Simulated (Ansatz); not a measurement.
**C₄H₁₀AlF: small, medium and large basis sets**

One table from this session's results is given with a row withheld; the runs are named, their logs left out.

Program: Ansatz 0.2.0, Gaussian basis. Level of theory: one geometry, several basis sets. These are calculated values, not measurements.

Levels to be run: PBE0-D4/def2-SVP; ωB97M-V/def2-SVP; PBE0-D4/def2-QZVPP; ωB97M-V/def2-QZVPP; the functionals' def2-TZVPP values are taken from earlier runs.

### The relaxed structure

The geometry comes from an earlier relaxation with PBE0-D4 in a triple-zeta def2 set; it is a stationary point, not always the lowest conformer.

SMILES `C[CH2][Al]([F])[CH2]C`, 16 atoms, charge 0, spin multiplicity 1.

Atoms are counted from 1 here; the program's logs count them from 0.

Bond lengths: C1–C2 1.529 Å, C1–H7 1.094 Å, C1–H8 1.094 Å, C1–H9 1.094 Å, C2–Al3 1.953 Å, C2–H10 1.098 Å, C2–H11 1.098 Å, Al3–F4 1.660 Å, Al3–C5 1.953 Å, C5–C6 1.528 Å, C5–H12 1.099 Å, C5–H13 1.099 Å, C6–H14 1.093 Å, C6–H15 1.093 Å, C6–H16 1.094 Å. Angles: C2–C1–H7 111.8°, C2–C1–H8 112.1°, C2–C1–H9 111.8°, H7–C1–H8 107.0°, H7–C1–H9 106.7°, H8–C1–H9 107.0°, C1–C2–Al3 115.5°, C1–C2–H10 110.4°, C1–C2–H11 110.4°, Al3–C2–H10 107.8°, Al3–C2–H11 107.9°, H10–C2–H11 104.3°, C2–Al3–F4 117.0°, C2–Al3–C5 125.4°, F4–Al3–C5 117.7°, Al3–C5–C6 116.8°, Al3–C5–H12 107.3°, Al3–C5–H13 107.3° and more.

The first run:

Contents of in.yaml:

```yaml
crystal:
  periodic: [false, false, false]
  atoms:
    - {symbol: C, position_ang: [1.474656, -2.033405, 0.035104]}
    - {symbol: C, position_ang: [1.183915, -1.172571, -1.194773]}
    - {symbol: Al, position_ang: [-0.009426, 0.344301, -0.895496]}
    - {symbol: F, position_ang: [-0.354938, 1.300931, -2.207349]}
    - {symbol: C, position_ang: [-0.822888, 0.822407, 0.814409]}
    - {symbol: C, position_ang: [-1.730223, 2.052092, 0.826008]}
    - {symbol: H, position_ang: [0.561483, -2.466030, 0.453325]}
    - {symbol: H, position_ang: [2.147676, -2.864978, -0.193842]}
    - {symbol: H, position_ang: [1.942562, -1.453500, 0.835568]}
    - {symbol: H, position_ang: [2.119039, -0.785910, -1.619934]}
    - {symbol: H, position_ang: [0.754217, -1.785668, -1.997330]}
    - {symbol: H, position_ang: [-0.008104, 0.942505, 1.541856]}
    - {symbol: H, position_ang: [-1.370697, -0.059589, 1.174144]}
    - {symbol: H, position_ang: [-2.573376, 1.937075, 0.140638]}
    - {symbol: H, position_ang: [-1.194443, 2.951025, 0.511808]}
    - {symbol: H, position_ang: [-2.142353, 2.248514, 1.820364]}
basis:
  gaussian: {orbitals: def2-SVP}
hamiltonian: {xc: pbe0, dispersion: d4}
output: {orbitals: {seedname: orbitals}}
```

Launch:

```console
$ ansatz run in.yaml --threads 4 --pin off --events-out ev --progress --plain --max-ram 11315MiB
```

Steps of the session up to this table: PBE0-D4 in def2-SVP; ωB97M-V in def2-SVP; PBE0-D4 in def2-QZVPP; ωB97M-V in def2-QZVPP.

One of the session's tables, all rows but one given; the rest of the session is left out.

It belongs to the step «Density functionals: the series». 

```
functional       basis  HOMO (eV)  LUMO (eV)
   PBE0-D4    def2-SVP          ?          ?
   PBE0-D4  def2-TZVPP      -7.25      -0.29
   PBE0-D4  def2-QZVPP      -7.26      -0.37
   ωB97M-V    def2-SVP      -9.42       1.47
   ωB97M-V  def2-TZVPP      -9.45       1.20
   ωB97M-V  def2-QZVPP      -9.46       0.84
```

Q: Estimate the row for PBE0-D4, def2-SVP from the others.

**Answer.** HOMO (eV): -7.23; LUMO (eV): -0.18. In the column «HOMO (eV)» it is the highest.
